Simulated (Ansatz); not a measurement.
# SiH2O2F (SMILES O[Si](O)F) at U-r2SCAN/aug-cc-pVDZ

Aim: the electronic atomisation energy of SiH2O2F at U-r2SCAN/aug-cc-pVDZ, from 5 runs. 

Program for the calculation: Ansatz 0.2.0.

38 further runs of the same task are left out: 38 set aside as unsound or not needed. Runs told in other sessions of the task aren't counted.

## Step 1: Starting point

The species is SiH2O2F (6 atoms), meant as a doublet with charge 0. SMILES: `O[Si](O)F`. Geometry: relaxed at PBE0-D4/def2-TZVP. This is one conformer, not always the lowest.

Bond lengths: O1–Si2 1.630 Å, Si2–O3 1.639 Å, Si2–F4 1.594 Å, O1–H5 0.959 Å, O3–H6 0.959 Å. Angles: O1–Si2–O3 107.8°, O1–Si2–F4 105.4°, O3–Si2–F4 111.3°, Si2–O1–H5 117.1°, Si2–O3–H6 117.8°.

## Step 2: The energy at U-r2SCAN/aug-cc-pVDZ

run.yaml

```yaml
basis:
  gaussian: {orbitals: aug-cc-pVDZ}
crystal:
  periodic: [false, false, false]
  atoms:
    - {symbol: O, position_ang: [-0.887300, 1.032000, -0.626300]}
    - {symbol: Si, position_ang: [0.382900, 0.026200, -0.446500]}
    - {symbol: O, position_ang: [0.346300, -0.560700, 1.083400]}
    - {symbol: F, position_ang: [0.159400, -1.133900, -1.516300]}
    - {symbol: H, position_ang: [-1.051600, 1.658800, 0.081100]}
    - {symbol: H, position_ang: [1.092300, -1.086600, 1.378500]}
total_charge: 0
magnetization: {spin_polarized: true, initial_magnetization: 1}
hamiltonian: {xc: r2scan}
accuracy: high
output: {orbitals: {seedname: orbitals}}
```

Run with:

```bash
$ ansatz run run.yaml --threads 1 --pin off --max-ram 3480MiB --events-out events.jsonl --progress --plain --runs-dir runs
```

Output:

```text
Warning: RAYON_NUM_THREADS=1 ignored (pool sized by the plan → 1); use --threads N
Functional definition: r2SCAN
  name "r2SCAN"
  parameter k0 = 0.174
  parameter k1 = 0.065
  parameter a1 = 4.9479
  exchange = r2scan_x(k0 = k0, k1 = k1, a1 = a1)
  correlation = r2scan_c
2267 factors; integrals over basis functions are off by at most 3.4e-9 eV
mean field evaluation 1: about -14709.4227 eV, gradient 5.8e1 eV
mean field evaluation 2: about -14669.2049 eV, gradient 1.1e2 eV
mean field evaluation 4: about -14720.6364 eV, gradient 9.1e0 eV
mean field evaluation 8: about -14720.8887 eV, gradient 6.9e-2 eV
mean field evaluation 16: about -14720.8888 eV, gradient 5.7e-5 eV
mean field -14720.88876057 eV, -540.9826837742 hartree, gradient 9.9e-8 eV, S^2 0.752346; 0 other end points of the search recorded, 0 dependent functions left out
reference -14720.88876968 eV, -540.9826841090 hartree; 21, 20 occupied and 93, 94 virtual orbitals, 2267 factors
Total energy: -14720.88876968 eV, -540.9826841090 hartree
```

Wall time 46 s (1 thread of Arm Neoverse N1, shared host); peak memory 0.52 GiB.

## Step 3: The F atom at the same level

job.yaml

```yaml
crystal:
  periodic: [false, false, false]
  atoms:
    - {symbol: F, position_ang: [0.000000, 0.000000, 0.000000]}
basis:
  gaussian: {orbitals: aug-cc-pVDZ}
magnetization: {spin_polarized: true, initial_magnetization: 1}
hamiltonian: {xc: r2scan}
accuracy: high
```

Run the same way, it converges to -99.69644 Eh (log not shown).

## Step 4: The H atom at the same level

in.yaml

```yaml
crystal:
  periodic: [false, false, false]
  atoms:
    - symbol: H
      position_ang: [0.000000, 0.000000, 0.000000]
basis:
  gaussian:
    orbitals: aug-cc-pVDZ
accuracy: high
magnetization:
  spin_polarized: true
  initial_magnetization: 1
hamiltonian:
  xc: r2scan
```

Run with:

```bash
$ ansatz run in.yaml --threads 1 --pin off --max-ram 3480MiB --events-out events.jsonl --progress --plain --runs-dir runs
```

Output (excerpt; [...] marks lines left out):

```text
Warning: RAYON_NUM_THREADS=1 ignored (pool sized by the plan → 1); use --threads N
[... 7 set-up lines as earlier in the session ...]
42 factors; integrals over basis functions are off by at most 4.4e-8 eV
mean field evaluation 1: about -13.5920 eV, gradient 1.7e-1 eV
mean field evaluation 2: about -13.5908 eV, gradient 2.0e-1 eV
mean field evaluation 4: about -13.5913 eV, gradient 4.2e-3 eV
mean field evaluation 8: about -13.5913 eV, gradient 1.3e-6 eV
mean field -13.59128376 eV, -0.4994704657 hartree, gradient 1.1e-8 eV, S^2 0.750000; 0 other end points of the search recorded, 0 dependent functions left out
reference -13.59128871 eV, -0.4994706476 hartree; 1, 0 occupied and 8, 9 virtual orbitals, 42 factors
Total energy: -13.59128871 eV, -0.4994706476 hartree
```

Run time: 0.81 s. Hardware: 1 thread of Arm Neoverse N1, shared host.

## Step 5: The O atom at the same level

in.yaml

```yaml
crystal:
  periodic: [false, false, false]
  atoms:
    - {symbol: O, position_ang: [0.000000, 0.000000, 0.000000]}
basis:
  gaussian:
    orbitals: aug-cc-pVDZ
total_charge: 0
magnetization:
  spin_polarized: true
  initial_magnetization: 2
hamiltonian:
  xc: r2scan
accuracy: high
```

Run with:

```bash
$ ansatz run in.yaml --threads 1 --pin off --max-ram 3480MiB --events-out events.jsonl --progress --plain --runs-dir runs
```

Output (excerpt; [...] marks lines left out):

```text
Warning: RAYON_NUM_THREADS=1 ignored (pool sized by the plan → 1); use --threads N
[... 7 set-up lines as earlier in the session ...]
200 factors; integrals over basis functions are off by at most 2.1e-9 eV
mean field evaluation 1: about -2041.7184 eV, gradient 7.3e0 eV
mean field evaluation 2: about -2041.8042 eV, gradient 5.4e0 eV
mean field evaluation 4: about -2041.9205 eV, gradient 1.8e-2 eV
mean field evaluation 8: about -2041.9225 eV, gradient 1.2e-3 eV
mean field evaluation 16: about -2041.9225 eV, gradient 7.5e-9 eV
mean field -2041.92245551 eV, -75.0392661752 hartree, gradient 7.5e-9 eV, S^2 2.005338; 0 other end points of the search recorded, 0 dependent functions left out
reference -2041.92245982 eV, -75.0392663336 hartree; 5, 3 occupied and 18, 20 virtual orbitals, 200 factors
Total energy: -2041.92245982 eV, -75.0392663336 hartree
```

Wall time 1.7 s (1 thread of Arm Neoverse N1, shared host); peak memory 0.098 GiB.

## Step 6: The Si atom at the same level

in.yaml

```yaml
crystal:
  periodic: [false, false, false]
  atoms:
    - {symbol: Si, position_ang: [0.000000, 0.000000, 0.000000]}
basis:
  gaussian:
    orbitals: aug-cc-pVDZ
magnetization:
  spin_polarized: true
  initial_magnetization: 2
hamiltonian:
  xc: {name: r2SCAN}
accuracy: high
```

Run the same way, it converges to -289.33952 Eh (log not shown).

## Step 7: Summary of results

At U-r2SCAN/aug-cc-pVDZ:

```
                                    quantity          value
                      molecule: total energy  -540.98268 Eh
molecule: HOMO energy (highest over α and β)       -5.58 eV
 molecule: LUMO energy (lowest over α and β)       -2.89 eV
                              molecule: ⟨S²⟩          0.752
                        F atom: total energy   -99.69644 Eh
                                F atom: ⟨S²⟩          0.752
                        H atom: total energy    -0.49947 Eh
                                H atom: ⟨S²⟩          0.750
                        O atom: total energy   -75.03927 Eh
                                O atom: ⟨S²⟩          2.005
                       Si atom: total energy  -289.33952 Eh
                               Si atom: ⟨S²⟩          2.009
               electronic atomisation energy      23.653 eV
```

In words: Taking the molecule apart into free atoms costs 23.65 eV (2282 kJ/mol), before zero-point energy and without spin-orbit coupling.
